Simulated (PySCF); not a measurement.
**A gas-phase reaction: GeH4S + H4Si → GeH6SSi + H2**

Wanted: the reaction energy for `[SH][GeH3]` + `[SiH4]` → `[SiH3][S][GeH3]` + `[H][H]`.

Computed with PySCF 2.14.0; each step states its level. No surroundings beyond the atoms listed, unless a continuum is named. Atoms count from 0, parts from 1.

## (1) The system as given

Each species was relaxed by itself at PBE0-D3(BJ)/def2-SVPD.

## (2) Energies of the species: wB97M-D3(BJ)/def2-TZVPD

What the job is given:

```
{"job": {"kind": "react", "xc": "wB97M-D3(BJ)", "basis": "def2-TZVPD"}, "charge": 0, "multiplicity": 1}
-1 GeH4S charge 0 multiplicity 1
Ge    -0.570220     0.026840     0.065880
S      1.576280    -0.183050     0.665190
H     -0.948200    -1.072550    -0.938390
H     -0.813690     1.413990    -0.547780
H     -1.352900    -0.136400     1.373930
H      2.064160    -0.015760    -0.584150

-1 H4Si charge 0 multiplicity 1
Si    -0.006490    -0.002710    -0.001170
H     -0.262710    -1.036580    -1.045360
H     -0.761890     1.239300    -0.335330
H      1.452860     0.301490     0.049820
H     -0.454210    -0.515030     1.326210

+1 GeH6SSi charge 0 multiplicity 1
Ge     0.500840     1.604070    -0.175300
S     -1.321970     0.479670     0.479260
Si    -0.580320    -1.522160     0.214520
H      0.136540     3.086290    -0.035090
H      0.825550     1.246720    -1.634310
H      1.683820     1.233960     0.733290
H      0.622000    -1.759600     1.067430
H     -0.212550    -1.767430    -1.211580
H     -1.687030    -2.431210     0.623010

+1 H2 charge 0 multiplicity 1
H      0.379290     0.023910     0.014100
H     -0.379290    -0.023910    -0.014100
```

Method: wB97M-D3(BJ)/def2-TZVPD reaction energy of separated species, gas phase.

Started as:

```sh
OMP_NUM_THREADS=1 python cluster_run.py task.json out
```

One launch serves the whole session: the jobs run in the order shown.

What it wrote:

```text
species 1 (GeH4S)
coarse grid: 23624 points
cycle   1  E = -2477.6383550468  dE = -7.136e-01  |g| = 6.302e-01  |ddm| = 1.893e+00
cycle   2  E = -2477.6512297606  dE = -1.287e-02  |g| = 6.512e-01  |ddm| = 7.440e-01
cycle   3  E = -2477.6863820227  dE = -3.515e-02  |g| = 2.833e-02  |ddm| = 3.518e-01
cycle   4  E = -2477.6866547458  dE = -2.727e-04  |g| = 1.129e-02  |ddm| = 3.914e-02
cycle   5  E = -2477.6867031196  dE = -4.837e-05  |g| = 3.419e-03  |ddm| = 1.621e-02
cycle   6  E = -2477.6867077967  dE = -4.677e-06  |g| = 6.508e-04  |ddm| = 5.652e-03
final grid: 46272 points
cycle   7  E = -2477.6866508351  dE = -3.076e-07  |g| = 3.127e-04  |ddm| = 1.715e-03
cycle   8  E = -2477.6866508817  dE = -4.662e-08  |g| = 1.700e-04  |ddm| = 5.434e-04
cycle   9  E = -2477.6866508901  dE = -8.345e-09  |g| = 5.770e-05  |ddm| = 2.020e-04
cycle  10  E = -2477.6866508926  dE = -2.572e-09  |g| = 2.593e-05  |ddm| = 1.419e-04
cycle  11  E = -2477.6866508927  dE = -9.732e-11  |g| = 2.814e-06  |ddm| = 2.410e-05
converged SCF energy = -2477.6866508927

species 2 (H4Si)
coarse grid: 16304 points
cycle   1  E = -291.9161105579  dE = -3.418e-01  |g| = 1.181e-01  |ddm| = 1.460e+00
cycle   2  E = -291.9202151364  dE = -4.105e-03  |g| = 4.771e-02  |ddm| = 1.967e-01
cycle   3  E = -291.9206188274  dE = -4.037e-04  |g| = 9.759e-03  |ddm| = 5.318e-02
cycle   4  E = -291.9206602759  dE = -4.145e-05  |g| = 1.607e-03  |ddm| = 1.810e-02
cycle   5  E = -291.9206616783  dE = -1.402e-06  |g| = 2.634e-04  |ddm| = 5.404e-03
final grid: 33416 points
cycle   6  E = -291.9206478770  dE = -7.850e-08  |g| = 1.413e-04  |ddm| = 9.292e-04
cycle   7  E = -291.9206478859  dE = -8.952e-09  |g| = 5.505e-05  |ddm| = 3.226e-04
cycle   8  E = -291.9206478870  dE = -1.063e-09  |g| = 1.798e-05  |ddm| = 4.401e-05
cycle   9  E = -291.9206478872  dE = -2.622e-10  |g| = 1.051e-06  |ddm| = 3.913e-05
converged SCF energy = -291.9206478872

species 3 (GeH6SSi)
coarse grid: 34976 points
cycle   1  E = -2768.3931128865  dE = -7.173e-01  |g| = 6.546e-01  |ddm| = 2.364e+00
cycle   2  E = -2768.4083735596  dE = -1.526e-02  |g| = 6.717e-01  |ddm| = 8.458e-01
cycle   3  E = -2768.4493446546  dE = -4.097e-02  |g| = 3.083e-02  |ddm| = 3.972e-01
cycle   4  E = -2768.4496502328  dE = -3.056e-04  |g| = 1.401e-02  |ddm| = 5.139e-02
cycle   5  E = -2768.4497137043  dE = -6.347e-05  |g| = 4.032e-03  |ddm| = 1.974e-02
cycle   6  E = -2768.4497190832  dE = -5.379e-06  |g| = 7.664e-04  |ddm| = 6.349e-03
final grid: 68944 points
cycle   7  E = -2768.4497120338  dE = -3.890e-07  |g| = 4.461e-04  |ddm| = 3.459e-03
cycle   8  E = -2768.4497120991  dE = -6.538e-08  |g| = 2.938e-04  |ddm| = 8.565e-04
cycle   9  E = -2768.4497121211  dE = -2.199e-08  |g| = 6.238e-05  |ddm| = 3.436e-04
cycle  10  E = -2768.4497121253  dE = -4.163e-09  |g| = 1.817e-05  |ddm| = 1.795e-04
cycle  11  E = -2768.4497121254  dE = -1.114e-10  |g| = 3.869e-06  |ddm| = 2.667e-05
converged SCF energy = -2768.4497121254

species 4 (H2)
coarse grid: 4944 points
cycle   1  E = -1.1694178793  dE = -2.751e-01  |g| = 9.861e-03  |ddm| = 4.504e-01
cycle   2  E = -1.1694521135  dE = -3.423e-05  |g| = 1.161e-03  |ddm| = 9.676e-03
cycle   3  E = -1.1694527958  dE = -6.822e-07  |g| = 1.815e-04  |ddm| = 1.918e-03
final grid: 10744 points
cycle   4  E = -1.1694519357  dE = -2.394e-08  |g| = 4.104e-05  |ddm| = 3.861e-04
cycle   5  E = -1.1694519370  dE = -1.262e-09  |g| = 9.600e-06  |ddm| = 9.149e-05
cycle   6  E = -1.1694519371  dE = -7.481e-11  |g| = 3.021e-07  |ddm| = 2.863e-05
converged SCF energy = -1.1694519371

Reaction energy = -8.671 kcal/mol
```

Wall time 38 s (1 thread of Arm Neoverse N1, shared host); peak memory 0.75 GiB.

Species by species (with the dispersion term, which the log's SCF energies lack):

| ν | species | energy (Eh) | HOMO (eV) |
| --- | --- | --- | --- |
| -1 | [SH][GeH3] | -2477.69133 | -9.59 |
| -1 | [SiH4] | -291.92342 | -12.22 |
| +1 | [SiH3][S][GeH3] | -2768.45890 | -9.57 |
| +1 | [H][H] | -1.16967 | -14.48 |

## (3) Energies of the species: PBE0-D3(BJ)/def2-TZVPD

Settings changed since step 2:

```diff
@@ -1,2 +1,2 @@
-{"job": {"kind": "react", "xc": "wB97M-D3(BJ)", "basis": "def2-TZVPD"}, "charge": 0, "multiplicity": 1}
+{"job": {"kind": "react", "xc": "PBE0", "basis": "def2-TZVPD", "disp": "d3bj"}, "charge": 0, "multiplicity": 1}
 -1 GeH4S charge 0 multiplicity 1
```

Method: PBE0-D3(BJ)/def2-TZVPD reaction energy of separated species, gas phase.

What it wrote:

```text
species 1 (GeH4S)
coarse grid: 23624 points
cycle   1  E = -2477.1791459395  dE = -6.531e-01  |g| = 6.590e-01  |ddm| = 1.865e+00
cycle   2  E = -2477.1569736094  dE =  2.217e-02  |g| = 7.997e-01  |ddm| = 8.474e-01
cycle   3  E = -2477.2205769068  dE = -6.360e-02  |g| = 2.975e-02  |ddm| = 4.874e-01
cycle   4  E = -2477.2207366982  dE = -1.598e-04  |g| = 1.250e-02  |ddm| = 3.491e-02
cycle   5  E = -2477.2207866163  dE = -4.992e-05  |g| = 2.243e-03  |ddm| = 1.368e-02
cycle   6  E = -2477.2207881792  dE = -1.563e-06  |g| = 2.668e-04  |ddm| = 2.106e-03
final grid: 46272 points
cycle   7  E = -2477.2207990776  dE = -1.695e-08  |g| = 2.480e-04  |ddm| = 1.397e-03
cycle   8  E = -2477.2207990774  dE =  2.319e-10  |g| = 2.827e-04  |ddm| = 3.910e-04
cycle   9  E = -2477.2207990938  dE = -1.643e-08  |g| = 3.153e-05  |ddm| = 1.904e-04
cycle  10  E = -2477.2207990940  dE = -1.578e-10  |g| = 3.762e-06  |ddm| = 2.582e-05
converged SCF energy = -2477.2207990940

species 2 (H4Si)
coarse grid: 4104 points
cycle   1  E = -291.7552090848  dE = -2.942e-01  |g| = 9.467e-02  |ddm| = 1.332e+00
cycle   2  E = -291.7566673505  dE = -1.458e-03  |g| = 3.383e-02  |ddm| = 1.419e-01
cycle   3  E = -291.7567473978  dE = -8.005e-05  |g| = 5.644e-03  |ddm| = 2.103e-02
cycle   4  E = -291.7567519803  dE = -4.583e-06  |g| = 1.116e-03  |ddm| = 1.063e-02
final grid: 33416 points
cycle   5  E = -291.7561333052  dE = -2.968e-06  |g| = 4.847e-04  |ddm| = 7.578e-03
cycle   6  E = -291.7561333620  dE = -5.686e-08  |g| = 2.491e-04  |ddm| = 1.454e-03
cycle   7  E = -291.7561333842  dE = -2.218e-08  |g| = 6.490e-05  |ddm| = 3.823e-04
cycle   8  E = -291.7561333847  dE = -4.835e-10  |g| = 7.831e-06  |ddm| = 8.156e-05
converged SCF energy = -291.7561333847

species 3 (GeH6SSi)
coarse grid: 34976 points
cycle   1  E = -2767.7771976334  dE = -6.749e-01  |g| = 6.755e-01  |ddm| = 2.281e+00
cycle   2  E = -2767.7483754109  dE =  2.882e-02  |g| = 8.267e-01  |ddm| = 9.354e-01
cycle   3  E = -2767.8219509520  dE = -7.358e-02  |g| = 4.543e-02  |ddm| = 5.466e-01
cycle   4  E = -2767.8223506899  dE = -3.997e-04  |g| = 1.924e-02  |ddm| = 5.412e-02
cycle   5  E = -2767.8224677645  dE = -1.171e-04  |g| = 3.509e-03  |ddm| = 2.203e-02
cycle   6  E = -2767.8224709604  dE = -3.196e-06  |g| = 8.299e-04  |ddm| = 3.881e-03
final grid: 68944 points
cycle   7  E = -2767.8225281491  dE = -6.365e-09  |g| = 9.175e-04  |ddm| = 3.610e-03
cycle   8  E = -2767.8225280556  dE =  9.343e-08  |g| = 1.139e-03  |ddm| = 1.628e-03
cycle   9  E = -2767.8225283645  dE = -3.088e-07  |g| = 9.504e-05  |ddm| = 8.678e-04
cycle  10  E = -2767.8225283655  dE = -1.024e-09  |g| = 1.015e-05  |ddm| = 6.735e-05
cycle  11  E = -2767.8225283655  dE = -4.093e-12  |g| = 2.168e-06  |ddm| = 1.061e-05
converged SCF energy = -2767.8225283655

species 4 (H2)
coarse grid: 1240 points
cycle   1  E = -1.1670661402  dE = -2.327e-01  |g| = 2.266e-02  |ddm| = 4.588e-01
cycle   2  E = -1.1672535956  dE = -1.875e-04  |g| = 3.233e-03  |ddm| = 1.897e-02
cycle   3  E = -1.1672580519  dE = -4.456e-06  |g| = 9.768e-05  |ddm| = 2.761e-03
final grid: 10744 points
cycle   4  E = -1.1681370250  dE = -1.912e-06  |g| = 2.722e-04  |ddm| = 1.552e-03
cycle   5  E = -1.1681370531  dE = -2.804e-08  |g| = 3.977e-05  |ddm| = 2.443e-04
cycle   6  E = -1.1681370537  dE = -6.266e-10  |g| = 1.233e-06  |ddm| = 3.082e-05
converged SCF energy = -1.1681370537

Reaction energy = -10.176 kcal/mol
```

It took 20 s on 1 thread of Arm Neoverse N1, shared host; peak memory 0.66 GiB.

Reaction energy at this level: -10.18 kcal/mol.

## (4) Energies of the species: MP2/def2-TZVPD

Settings changed since step 3:

```diff
@@ -1,2 +1,2 @@
-{"job": {"kind": "react", "xc": "PBE0", "basis": "def2-TZVPD", "disp": "d3bj"}, "charge": 0, "multiplicity": 1}
+{"job": {"kind": "react", "xc": "MP2", "basis": "def2-TZVPD"}, "charge": 0, "multiplicity": 1}
 -1 GeH4S charge 0 multiplicity 1
```

Level: MP2/def2-TZVPD reaction energy of separated species, gas phase.

What it wrote:

```text
species 1 (GeH4S)
final grid: 46272 points
cycle   1  E = -2475.2142216662  dE = -7.809e-01  |g| = 4.092e-01  |ddm| = 1.869e+00
cycle   2  E = -2475.2481525049  dE = -3.393e-02  |g| = 2.774e-01  |ddm| = 4.185e-01
cycle   3  E = -2475.2559505866  dE = -7.798e-03  |g| = 3.768e-02  |ddm| = 1.810e-01
cycle   4  E = -2475.2567099282  dE = -7.593e-04  |g| = 1.263e-02  |ddm| = 5.612e-02
cycle   5  E = -2475.2567949019  dE = -8.497e-05  |g| = 3.475e-03  |ddm| = 1.731e-02
cycle   6  E = -2475.2568037390  dE = -8.837e-06  |g| = 1.048e-03  |ddm| = 6.296e-03
cycle   7  E = -2475.2568047205  dE = -9.815e-07  |g| = 2.532e-04  |ddm| = 2.088e-03
cycle   8  E = -2475.2568047742  dE = -5.370e-08  |g| = 4.617e-05  |ddm| = 6.288e-04
cycle   9  E = -2475.2568047757  dE = -1.537e-09  |g| = 1.385e-05  |ddm| = 1.267e-04
cycle  10  E = -2475.2568047759  dE = -1.633e-10  |g| = 3.941e-06  |ddm| = 3.662e-05
converged SCF energy = -2475.2568047759

species 2 (H4Si)
final grid: 33416 points
cycle   1  E = -291.2395055759  dE = -4.127e-01  |g| = 1.809e-01  |ddm| = 1.376e+00
cycle   2  E = -291.2559621958  dE = -1.646e-02  |g| = 5.129e-02  |ddm| = 1.576e-01
cycle   3  E = -291.2575304489  dE = -1.568e-03  |g| = 1.612e-02  |ddm| = 8.402e-02
cycle   4  E = -291.2576430347  dE = -1.126e-04  |g| = 2.274e-03  |ddm| = 2.531e-02
cycle   5  E = -291.2576472759  dE = -4.241e-06  |g| = 4.835e-04  |ddm| = 1.035e-02
cycle   6  E = -291.2576474897  dE = -2.139e-07  |g| = 5.170e-05  |ddm| = 2.142e-03
cycle   7  E = -291.2576474918  dE = -2.131e-09  |g| = 3.778e-06  |ddm| = 1.885e-04
cycle   8  E = -291.2576474919  dE = -1.501e-11  |g| = 3.012e-07  |ddm| = 3.460e-05
converged SCF energy = -291.2576474919

species 3 (GeH6SSi)
final grid: 68944 points
cycle   1  E = -2765.3281150272  dE = -8.044e-01  |g| = 4.557e-01  |ddm| = 2.304e+00
cycle   2  E = -2765.3768452116  dE = -4.873e-02  |g| = 2.928e-01  |ddm| = 5.141e-01
cycle   3  E = -2765.3871865625  dE = -1.034e-02  |g| = 4.617e-02  |ddm| = 2.196e-01
cycle   4  E = -2765.3882116602  dE = -1.025e-03  |g| = 1.452e-02  |ddm| = 7.366e-02
cycle   5  E = -2765.3883010676  dE = -8.941e-05  |g| = 3.712e-03  |ddm| = 1.994e-02
cycle   6  E = -2765.3883089520  dE = -7.884e-06  |g| = 1.178e-03  |ddm| = 6.578e-03
cycle   7  E = -2765.3883103072  dE = -1.355e-06  |g| = 3.264e-04  |ddm| = 2.545e-03
cycle   8  E = -2765.3883104127  dE = -1.055e-07  |g| = 7.731e-05  |ddm| = 8.297e-04
cycle   9  E = -2765.3883104180  dE = -5.284e-09  |g| = 2.139e-05  |ddm| = 2.329e-04
cycle  10  E = -2765.3883104183  dE = -3.220e-10  |g| = 5.099e-06  |ddm| = 5.116e-05
converged SCF energy = -2765.3883104183

species 4 (H2)
final grid: 10744 points
cycle   1  E = -1.1312978819  dE = -3.213e-01  |g| = 4.426e-02  |ddm| = 4.479e-01
cycle   2  E = -1.1322326667  dE = -9.348e-04  |g| = 7.183e-03  |ddm| = 3.751e-02
cycle   3  E = -1.1322673668  dE = -3.470e-05  |g| = 8.111e-04  |ddm| = 1.078e-02
cycle   4  E = -1.1322677818  dE = -4.150e-07  |g| = 2.771e-05  |ddm| = 1.627e-03
cycle   5  E = -1.1322677823  dE = -4.855e-10  |g| = 2.610e-06  |ddm| = 6.834e-05
converged SCF energy = -1.1322677823

Reaction energy = -12.911 kcal/mol
```

Run time: 10 s. Hardware: 1 thread of Arm Neoverse N1, shared host; peak memory 0.55 GiB.

Reaction energy at this level: -12.91 kcal/mol.

## (5) Side by side

Energies in kcal/mol, with wall time:

| run | reaction | time |
| --- | --- | --- |
| wB97M-D3(BJ)/def2-TZVPD | -8.67 | 38 s |
| PBE0-D3(BJ)/def2-TZVPD | -10.18 | 20 s |
| MP2/def2-TZVPD | -12.91 | 10 s |

## (6) Results

| quantity | value |
| --- | --- |
| reaction energy (wB97M-D3(BJ)/def2-TZVPD) | -8.67 kcal/mol |
| ΔH, ΔG at 298 K (xTB thermal terms) | -10.2, -8.9 kcal/mol |
| range of the reaction energy over the runs of this table | -12.91 to -8.67 kcal/mol |

**Reading.** The reaction is exothermic by 10.2 kcal/mol in the gas phase; dispersion gives -1.23, and xTB itself gave 0.75 for the electronic energy (xTB energies and thermal terms come from the earlier relaxation of each species, not shown). No barrier was sought. The reaction energy runs from -12.91 (MP2/def2-TZVPD) to -8.67 kcal/mol (wB97M-D3(BJ)/def2-TZVPD).
